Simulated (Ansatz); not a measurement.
A first try at an all-electron equation of state of AlRu, space group Pm-3m, using Ansatz 0.2.0, Python API.

Run as a notebook:

**Cell 1**
```python
import ansatz as az
from ase.eos import EquationOfState
from ase.units import GPa
import numpy as np
```

**Cell 2**
```python
vectors0 = np.array([
    [2.9916, 0.0, 0.0],
    [0.0, 2.9916, 0.0],
    [0.0, 0.0, 2.9916],
])
sites = [
    ('Al', (0.0, 0.0, 0.0)),
    ('Ru', (0.5, 0.5, 0.5)),
]
```

**Cell 3**
```python
def make_crystal(cell):
    crystal = az.Crystal(lattice=az.Lattice.of(cell))
    for symbol, position in sites:
        crystal = crystal.atom(symbol, position)
    return crystal

volumes, energies = [], []
for scale in np.linspace(0.94, 1.06, 5):
    cell = vectors0 * scale ** (1 / 3)
    job = (
        make_crystal(cell).calculation()
        .functional('lsda')
        .kpoints(spacing=0.22)
        .occupations(az.OccupationsMethod.FERMI_DIRAC, width=0.1)
        .scf(tolerance=1e-09)
        .pseudopotentials('all_electron', lapw=True)
    )
    data = job.run().report
    volumes.append(abs(np.linalg.det(cell)) / len(sites))
    energies.append(data['free_energy_ev'] / len(sites))
    print(f'{scale:.3f} {volumes[-1]:9.4f} A^3/atom {energies[-1]:16.5f} eV/atom  (estimated basis error {1000 * data["lapw_basis_errors"]["total_ev_per_atom"]:.2f} meV/atom)')
v0, e0, bulk = EquationOfState(volumes, energies, eos='birchmurnaghan').fit()
print(f'V0 = {v0:.4f} A^3/atom, B0 = {bulk / GPa:.1f} GPa')
```
Output:
```text
Traceback (most recent call last):
  File "<cell 3>", line 12, in <module>
    .functional('lsda')
     ~~~~~~~~~~^^^^^^^^
  ...
ansatz.errors.InputError: .functional('lsda'): not one of lda, pbe, pbesol, rpbe, revpbe, blyp, pbe0, revpbe0, b3lyp, b3lyp5, hse06, wpbeh, hiss, lc_wpbe, cam_b3lyp, hf, r2scan, r2scanh, r2scan0, r2scan50, mr2scan, a composition, a text  [hamiltonian.xc]
```

Find the fault and give the corrected session.

The fault: the functional's name isn't one that the program knows. Mended:

```diff
--- before
+++ after
@@
         make_crystal(cell).calculation()
-        .functional('lsda')
-        .kpoints(spacing=0.22)
+        .functional(az.Functional.LDA)
         .occupations(az.OccupationsMethod.FERMI_DIRAC, width=0.1)
         .scf(tolerance=1e-09)
+        .kpoints(10, 10, 10)
         .pseudopotentials('all_electron', lapw=True)
```

Notebook, run cell by cell (the value of a cell's last expression is shown):

(earlier cells as before)

In [3]:
```python
def make_crystal(cell):
    crystal = az.Crystal(lattice=az.Lattice.of(cell))
    for symbol, position in sites:
        crystal = crystal.atom(symbol, position)
    return crystal

volumes, energies = [], []
for scale in np.linspace(0.94, 1.06, 5):
    cell = vectors0 * scale ** (1 / 3)
    job = (
        make_crystal(cell).calculation()
        .functional(az.Functional.LDA)
        .occupations(az.OccupationsMethod.FERMI_DIRAC, width=0.1)
        .scf(tolerance=1e-09)
        .kpoints(10, 10, 10)
        .pseudopotentials('all_electron', lapw=True)
    )
    data = job.run().report
    volumes.append(abs(np.linalg.det(cell)) / len(sites))
    energies.append(data['free_energy_ev'] / len(sites))
    print(f'{scale:.3f} {volumes[-1]:9.4f} A^3/atom {energies[-1]:16.5f} eV/atom  (estimated basis error {1000 * data["lapw_basis_errors"]["total_ev_per_atom"]:.2f} meV/atom)')
v0, e0, bulk = EquationOfState(volumes, energies, eos='birchmurnaghan').fit()
print(f'V0 = {v0:.4f} A^3/atom, B0 = {bulk / GPa:.1f} GPa')
```
```text
0.940   12.5837 A^3/atom     -64879.60385 eV/atom  (estimated basis error 0.06 meV/atom)
0.970   12.9853 A^3/atom     -64879.60897 eV/atom  (estimated basis error 0.07 meV/atom)
1.000   13.3869 A^3/atom     -64879.59671 eV/atom  (estimated basis error 0.06 meV/atom)
1.030   13.7885 A^3/atom     -64879.56977 eV/atom  (estimated basis error 0.06 meV/atom)
1.060   14.1901 A^3/atom     -64879.53043 eV/atom  (estimated basis error 0.06 meV/atom)
V0 = 12.8929 A^3/atom, B0 = 230.9 GPa
```

Reading the output:
- All-electron totals depend on functional, relativistic treatment and basis; only differences at equal settings carry meaning.
- The run is spin-unpolarised.
- The mesh is modest for a metal, so energies can be off by several to tens of meV an atom and pressures by half a GPa or more; differences at equal mesh fare better.
- The structure is a deposited one; some such entries were measured under pressure or heat, so a shift against it needn't be the functional's error alone.
- Timing: 54 s on 1 thread of Intel(R) Xeon(R) Processor @ 2.30GHz, with other jobs on the host, peak memory 0.51 GiB.
